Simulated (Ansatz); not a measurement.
Run this with Ansatz 0.2.0, Python API and show what comes out.

Input file `ch6bno.xyz`:
```text
10

B    -0.74270    1.02160   -0.29790
C     0.17030   -0.19720   -0.15210
N    -0.02730   -0.77170    1.16440
O     1.57970    0.22870   -0.31520
H    -1.61480    1.07150   -1.17220
H    -0.68180    2.00820    0.41480
H    -0.06500   -0.95400   -0.91820
H     0.72730   -1.54210    1.26950
H    -0.94140   -1.19080    1.27520
H     1.67880    0.27460   -1.26510
```

The script, `scan.py`:
```python
import ansatz as az
import numpy as np

geometry = az.Crystal.molecule_from_extxyz("ch6bno.xyz")

symbols = [site.symbol for site in geometry.cartesian_sites]
start = np.array([site.position_ang for site in geometry.cartesian_sites])
axis = (start[7] - start[2]) / np.linalg.norm(start[7] - start[2])
moving = [7]
lengths, energies = [0.92, 1.0, 1.08, 1.19, 1.35, 1.63, 1.95, 2.38], []
for length in lengths:
    xyz = start.copy()
    xyz[moving] += (length - np.linalg.norm(start[7] - start[2])) * axis
    point = az.Crystal.molecule()
    for symbol, place in zip(symbols, xyz):
        point = point.atom(symbol, place.tolist())
    calculation = (
        point.calculation()
        .basis(gaussian="def2-SVP")
        .functional("HF")
    )
    rep = calculation.run(threads=1, pin="off").report
    energies.append(rep["free_energy_ev"])
    print(f"r = {length:6.3f} A  E = {energies[-1]:.5f} eV  <S^2> = {abs(rep['mean_field']['state']['spin_squared']):.3f}")

print("energy above the lowest point (eV):", [round(e - min(energies), 3) for e in energies])
```

```console
$ python scan.py
r =  0.920 A  E = -5310.01005 eV  <S^2> = 0.000
r =  1.000 A  E = -5310.22986 eV  <S^2> = 0.000
r =  1.080 A  E = -5310.11741 eV  <S^2> = 0.000
r =  1.190 A  E = -5309.65753 eV  <S^2> = 0.000
r =  1.350 A  E = -5308.71093 eV  <S^2> = 0.000
r =  1.630 A  E = -5306.96243 eV  <S^2> = 0.000
r =  1.950 A  E = -5305.28594 eV  <S^2> = 0.000
r =  2.380 A  E = -5303.65224 eV  <S^2> = 0.000
energy above the lowest point (eV): [0.22, 0.0, 0.112, 0.572, 1.519, 3.267, 4.944, 6.578]
```

What to keep in mind:
- Total energies depend on the basis set; only differences at equal settings carry meaning.
- The rest of the molecule is held rigid at a force-field or estimated start geometry, and the basis set is modest; single-reference methods fail as a bond breaks.
- Hartree-Fock leaves correlation out, so bond, atomisation and ionisation energies come out well too low.
- The orbitals are restricted, so S² is zero by construction.
- Toward dissociation an unrestricted state can lie under the restricted one, by tenths of an eV for polar bonds under a functional and by 1 to 2 eV or more for others.
- Run time: 3.6 s on 1 thread of Arm Neoverse V2 (shared host), peak memory 0.2 GiB.
